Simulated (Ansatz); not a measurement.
Crystal: AlCo4.

```
Co Al
1.0
     1.28934    0.74440    9.97436
    -1.28934    0.74440    9.97436
     0.00000   -1.48880    9.97436
Co Al
4 1
Direct
  0.40114 0.40114 0.40114
  0.79968 0.79968 0.79968
  0.20032 0.20032 0.20032
  0.59886 0.59886 0.59886
  0.00000 0.00000 0.00000
```

The cell comes from a database or a generator and needn't be the stable form of this composition.

Base run:

| Quantity | Value |
| --- | --- |
| Program | Ansatz 0.2.0 |
| Functional | PBEsol |
| Potentials or basis | Ansatz PAW |
| Cutoff | 420 eV (not typed: the program's choice for these potentials) |
| k mesh | 10 × 10 × 10 |
| Occupations | fermi-dirac, width 0.05 eV |
| Spin | collinear spin, ferromagnetic start |
| Starting moments | [1.0, 1.0, 1.0, 1.0, 0.0] μB |
| Fixed moment | 4 μB |

Its results: pressure -11.6 GPa; site moments Co +0.51, +1.63; Al -0.04 μB; largest force 0.250 eV/Å.

Q: After a change of settings the same cell gave: pressure -11.1 GPa; site moments Co -0.54, +1.58; Al +0.00 μB; largest force 0.511 eV/Å. Which change was it?
A. fixed moment from 4 μB to 2 μB; moments at the start from [1.0, 1.0, 1.0, 1.0, 0.0] to [0.5, 0.5, 0.5, 0.5, 0.0]
B. fixed moment from 4 μB to 10 μB; moments at the start from [1.0, 1.0, 1.0, 1.0, 0.0] to [2.5, 2.5, 2.5, 2.5, 0.0]
C. fixed moment from 4 μB to 6 μB; moments at the start from [1.0, 1.0, 1.0, 1.0, 0.0] to [1.5, 1.5, 1.5, 1.5, 0.0]
D. fixed moment from 4 μB to 12 μB; moments at the start from [1.0, 1.0, 1.0, 1.0, 0.0] to [3.0, 3.0, 3.0, 3.0, 0.0]

A: A.

Caveats: the total moment is fixed, so each spin has its own Fermi level; the PAW data sets come from PBE, with cores solved anew for the run's functional, which leaves a small shift of forces and pressure; the thresholds are loose for stress; the starting moments weren't kept (some runs).
